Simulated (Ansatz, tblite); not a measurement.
# The cluster Cd7Se6Br2: a ladder of methods and basis sets

Aim: run the singlet of the cluster Cd7Se6Br2 at one geometry on many levels, and compare frontier levels, spin and run time.

Method: as each input shows; program: Ansatz 0.2.0, Gaussian basis.

Plan: GFN1-xTB, GFN2-xTB, PBE-D4/def2-SVP, r2SCAN-D4/def2-SVP, BLYP-D4/def2-SVP, PBE0-D4/def2-TZVP, PBE-D4/def2-TZVP, MP2/def2-SVP, RPA/def2-SVP.

2 further runs of the same task are left out: 2 set aside as unsound or not needed. Runs told in other sessions of the task aren't counted.

## Step 1: The relaxed structure

The geometry is that of the singlet, from an earlier relaxation (PBE-D4/def2-SVP). At that level it is the lowest of the isomers that a small search found.

15 atoms, charge 0, spin multiplicity 1.

Bond lengths: Cd1–Se8 2.540 Å, Cd1–Se12 2.457 Å, Cd2–Se8 2.704 Å, Cd2–Se10 2.553 Å, Cd2–Br14 2.671 Å, Cd3–Cd4 2.675 Å, Cd3–Se11 2.721 Å, Cd4–Se8 2.641 Å, Cd4–Se9 2.787 Å, Cd5–Se10 2.682 Å, Cd5–Se12 2.549 Å, Cd5–Br15 2.693 Å, Cd6–Cd7 2.660 Å, Cd6–Se11 2.722 Å, Cd6–Br14 2.953 Å, Cd7–Se10 2.715 Å, Cd7–Br15 2.736 Å, Se9–Se13 2.403 Å and more. Angles: Se8–Cd1–Se12 169.6°, Se8–Cd2–Se10 130.0°, Se8–Cd2–Br14 103.8°, Se10–Cd2–Br14 126.1°, Cd4–Cd3–Se11 118.7°, Cd3–Cd4–Se8 157.5°, Cd3–Cd4–Se9 87.7°, Se8–Cd4–Se9 100.5°, Se10–Cd5–Se12 130.9°, Se10–Cd5–Br15 94.4°, Se12–Cd5–Br15 134.5°, Cd7–Cd6–Se11 140.1°, Cd7–Cd6–Br14 103.8°, Se11–Cd6–Br14 98.1°, Cd6–Cd7–Se10 117.6°, Cd6–Cd7–Br15 132.2°, Se10–Cd7–Br15 92.7°, Cd1–Se8–Cd2 82.3° and more.

Cd takes a core potential in the def2 sets. No spin-orbit coupling is included.

PBE0-D4/def2-SVP was run before; its log isn't repeated, and its numbers join the tables.

## Step 2: GFN1-xTB

Tight binding, by tblite at 300 K electronic temperature and without a spin-polarisation term:

```python
tblite.interface.Calculator('GFN1-xTB', numbers, positions, charge=0, uhf=0).singlepoint()
```

Energy -930.5567 eV, HOMO -8.84 eV, LUMO -7.46 eV; 0.046 s.

## Step 3: GFN2-xTB

Tight binding, by tblite at 300 K electronic temperature and without a spin-polarisation term:

```python
tblite.interface.Calculator('GFN2-xTB', numbers, positions, charge=0, uhf=0).singlepoint()
```

Energy -867.4506 eV, HOMO -10.52 eV, LUMO -9.19 eV; 0.078 s.

## Step 4: PBE-D4/def2-SVP

start.molden holds the orbitals of an earlier run on this state, given as this run's starting guess.

Input file in.yaml:

```yaml
crystal:
  periodic: [false, false, false]
  atoms:
    - {symbol: Cd, position_ang: [-2.276559, 1.402498, -2.073624]}
    - {symbol: Cd, position_ang: [-0.342162, -1.423478, -1.622116]}
    - {symbol: Cd, position_ang: [3.705442, 1.475733, -0.678707]}
    - {symbol: Cd, position_ang: [1.378813, 1.392792, -1.995706]}
    - {symbol: Cd, position_ang: [-2.943739, -0.049853, 0.817458]}
    - {symbol: Cd, position_ang: [2.003510, -1.573228, 1.510268]}
    - {symbol: Cd, position_ang: [-0.563298, -2.088913, 1.977942]}
    - {symbol: Se, position_ang: [-0.489235, 0.423787, -3.590716]}
    - {symbol: Se, position_ang: [0.115223, 1.149612, 0.475995]}
    - {symbol: Se, position_ang: [-2.188223, -2.425662, -0.170714]}
    - {symbol: Se, position_ang: [3.823845, 0.424867, 1.828859]}
    - {symbol: Se, position_ang: [-3.905720, 2.009101, -0.336932]}
    - {symbol: Se, position_ang: [1.892093, 1.940197, 1.887027]}
    - {symbol: Br, position_ang: [2.273204, -1.921635, -1.409425]}
    - {symbol: Br, position_ang: [-2.483195, -0.735829, 3.380402]}
basis:
  gaussian: {orbitals: def2-SVP, fitting: {mean_field: def2-universal-jkfit}, initial_orbitals: start.molden}
hamiltonian: {xc: pbe, dispersion: d4}
scf: {omitted_lower_state_checks: [starts]}
output: {forces: true, orbitals: {seedname: orbitals}}
```

Started as:

```console
> ansatz run in.yaml --threads 2 --pin off --events-out ev --progress --plain --max-ram 31744MiB --backend cuda --devices 0, --max-vram 18GiB
```

After this run come: r2SCAN-D4/def2-SVP; BLYP-D4/def2-SVP; PBE0-D4/def2-TZVP; PBE-D4/def2-TZVP; MP2/def2-SVP; RPA/def2-SVP.

Before running them: what should the planned runs give, taken together? Wanted: gap in def2-SVP, named functionals, smallest and largest; correlation energy, MP2/def2-SVP; binding an atom, functionals in def2-SVP; PBE0 total energy, smallest basis above largest.

The runs gave:

| quantity | value |
| --- | --- |
| gap in def2-SVP, named functionals, smallest and largest | 1.41 eV (BLYP-D4), 2.96 eV (PBE0-D4) |
| correlation energy, MP2/def2-SVP | -123.29 eV |
| binding an atom, functionals in def2-SVP | 1.75 (BLYP-D4) to 1.94 eV (r2SCAN-D4) |
| PBE0 total energy, smallest basis above largest | 72.49 eV (def2-SVP, def2-TZVP) |

Orbital gaps of the named functionals in def2-SVP span 1.41 eV (BLYP-D4) to 2.96 eV (PBE0-D4); exact exchange widens it.
